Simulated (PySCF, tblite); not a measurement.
# C7H13FSSi: geometry, infrared bands and NMR shifts

Wanted: the infrared bands and NMR shifts of C7H13FSSi (`CCCS[SiH2]C1=CC[C@@H]1F`), by calculation.

Computed with tblite 0.8.0 and PySCF 2.14.0, with density-fitted response routines of our own, on a single molecule in the gas phase. Atoms count from 0, in the outputs and in this text.

### 1 The starting structure

23 atoms, charge 0, multiplicity 1; geometry from: force field or distance geometry start.

Bonds of the start (Å): C0–C1 1.50, C1–C2 1.52, C2–S3 1.84, S3–Si4 2.14, Si4–C5 1.85, C5–C6 1.30, C6–C7 1.46, C7–C8 1.50, C8–F9 1.40, C8–C5 1.45, C0–H10 1.13, C0–H11 1.09, C0–H12 1.11, C1–H13 1.12, C1–H14 1.09, C2–H15 1.13, C2–H16 1.10, Si4–H17 1.47, Si4–H18 1.46, C6–H19 1.12, C7–H20 1.11, C7–H21 1.12, C8–H22 1.10.

### 2 Relaxing the molecule with GFN2-xTB

What the job is given:

```
{"job": {"kind": "relax", "xc": "GFN2-xTB", "basis": "xTB"}, "charge": 0, "multiplicity": 1}
C     -3.947600     0.349600    -0.652700
C     -3.166400    -0.930200    -0.553400
C     -1.987300    -0.650100     0.363800
S     -0.936500     0.691600    -0.318400
Si     0.650500     0.960800     1.089300
C      2.270800     0.363100     0.426500
C      3.307800    -0.209400     0.967000
C      4.081400    -0.299900    -0.265500
C      2.890500     0.355900    -0.888300
F      3.299400     1.614800    -1.356500
H     -5.031700     0.146500    -0.913400
H     -3.504200     0.952500    -1.443000
H     -3.989800     0.887500     0.322200
H     -3.766000    -1.751300    -0.086100
H     -2.771400    -1.249100    -1.517200
H     -2.351700    -0.329600     1.380500
H     -1.376500    -1.551500     0.520600
H      0.357200     0.144600     2.270400
H      0.836300     2.351900     1.498800
H      3.537700    -0.524800     2.011600
H      5.013400     0.293200    -0.309200
H      4.205700    -1.366600    -0.597000
H      2.373500    -0.222500    -1.667100
```

The run is started by

```console
OMP_NUM_THREADS=1 python probes_run.py task.json out
```

The driver reads the jobs from task.json and runs them one after another.

**Question.** This job is followed by: GFN2-xTB harmonic vibrations, gas phase; GIAO PBE0/pcSseg-1 NMR shielding, non-relativistic, gas phase. What will the session give for the following? strongest single infrared mode (GFN2-xTB); zero-point energy (GFN2-xTB); 13C shifts against TMS (PBE0/pcSseg-1); 1H shifts against TMS (PBE0/pcSseg-1, means over atoms taken as alike); 33S shifts against CS2 (PBE0/pcSseg-1); 29Si shifts against TMS (PBE0/pcSseg-1); 19F shifts against CFCl3 (PBE0/pcSseg-1).

The runs gave:

| quantity | value |
| --- | --- |
| strongest single infrared mode (GFN2-xTB) | 709 cm⁻¹, 436 km/mol |
| zero-point energy (GFN2-xTB) | 112.6 kcal/mol |
| 13C shifts against TMS (PBE0/pcSseg-1) | 166.2, 154.1, 91.5, 44.7, 36.6, 30.1, 14.9 ppm |
| 1H shifts against TMS (PBE0/pcSseg-1, means over atoms taken as alike) | 7.39, 5.44, 5.12, 5.08, 3.18, 3.09, 3.01, 1.97, 1.81, 1.52, 1.12 ppm |
| 33S shifts against CS2 (PBE0/pcSseg-1) | -202 ppm |
| 29Si shifts against TMS (PBE0/pcSseg-1) | -39.9 ppm |
| 19F shifts against CFCl3 (PBE0/pcSseg-1) | -195.0 ppm |

What this shows: Relaxing lowered the energy by 0.727 eV in 293 steps; the close pair that moved most is C5–C8, from 1.454 to 1.512 Å. No mode is imaginary among the 63: a minimum at this level. The strongest single mode, at 709 cm⁻¹, moves mainly H18 and H17. Unscaled tight-binding wavenumbers are off by several per cent, some by more. Its intensities can rank the bands wrongly. The most deshielded hydrogen is H19 (hydrogen on an alkene CH), at 7.39 ppm: olefinic region. At PBE0/pcSseg-1: The largest span, 383 ppm, is at S3, where the paramagnetic term is -357 ppm.
